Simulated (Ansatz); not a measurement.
# NiTe2 (Melonite): the cost of one run

Program: the Python package of Ansatz 0.2.0. Level of theory: DFT PBEsol, plane waves, PAW. These are calculated values, not measurements.

The COD entry's cell or inner coordinates are ideal or old and differ from later refinements, so a difference from it is no clean test against experiment.

## 1. Starting point

Symmetry: P-3m1, No. 164, trigonal system. Conventional cell: a = 3.861 Å, b = 3.861 Å, c = 5.297 Å, α = 90.00°, β = 90.00°, γ = 120.00°. Around Ni (site symmetry -3m) lie 6 Te at 2.59 Å. Around Te (site symmetry 3m) lie 3 Ni at 2.59 Å.

The script holds or builds the structure itself.

## 2. The code

run_eos.py reads:

```python
# -*- coding: utf-8 -*-
import warnings

import ansatz
import numpy as np

XC = 'PBEsol'
FILLING = 'cold'
SMEARING_WIDTH = 0.15
ECUT = 450
KGRID = (8, 8, 5)

vectors0 = np.array([
    [3.861, 0.0, 0.0],
    [-1.9305, 3.343724, 0.0],
    [0.0, 0.0, 5.297],
])
sites = [
    ('Ni', [0.0, 0.0, 0.0], 2.0),
    ('Te', [1 / 3, 2 / 3, 0.25], 0.0),
    ('Te', [2 / 3, 1 / 3, 0.75], 0.0),
]


def crystal_on(cell):
    crystal = ansatz.Crystal(lattice=ansatz.Lattice.of(cell))
    for symbol, position, moment in sites:
        crystal = crystal.atom(symbol, position, moment=moment or None)
    return crystal


def main():
    warnings.simplefilter('ignore', ansatz.DeckWarning)

    volumes, energies, pressures = [], [], []
    for scale in np.linspace(0.88, 1.12, 7):
        cell = vectors0 * scale ** (1 / 3)
        calculation = (
            crystal_on(cell).calculation()
            .functional(XC)
            .occupations(FILLING, width=SMEARING_WIDTH)
            .spin(ansatz.SpinTreatment.COLLINEAR)
            .basis(ECUT)
            .kpoints(*KGRID)
            .stress()
        )
        data = calculation.run(threads=1, pin='off').report
        volumes.append(abs(np.linalg.det(cell)) / len(sites))
        energies.append(data['free_energy_ev'] / len(sites))
        pressures.append(np.trace(data['stress_gpa']) / 3)
        print(f'V = {volumes[-1]:8.4f} A^3/atom  F = {energies[-1]:.5f} eV/atom  P = {pressures[-1]:8.3f} GPa')

    x = np.array(volumes) ** (-2 / 3)
    poly = np.polynomial.Polynomial.fit(x, energies, 3).convert()
    roots = poly.deriv().roots()
    x0 = min((r.real for r in roots if abs(r.imag) < 1e-9 and poly.deriv(2)(r.real) > 0), key=lambda r: abs(r - x.mean()))
    v0 = x0 ** -1.5
    b0 = 4 / 9 * poly.deriv(2)(x0) * v0 ** (-7 / 3) * 160.21766
    b1 = 4 + 2 / 3 * x0 * poly.deriv(3)(x0) / poly.deriv(2)(x0)
    print(f'V0 = {v0:.4f} A^3/atom, B0 = {b0:.1f} GPa, dB/dP = {b1:.2f}')


if __name__ == '__main__':
    main()
```

## 3. Launch

The run is started by

```sh
python run_eos.py
```

**Question.** How long does this script take on 1 thread of Intel Xeon Platinum 8488C (Sapphire Rapids), shared host, and how much memory does it need?

About 70 s, with a peak of 0.58 GiB.
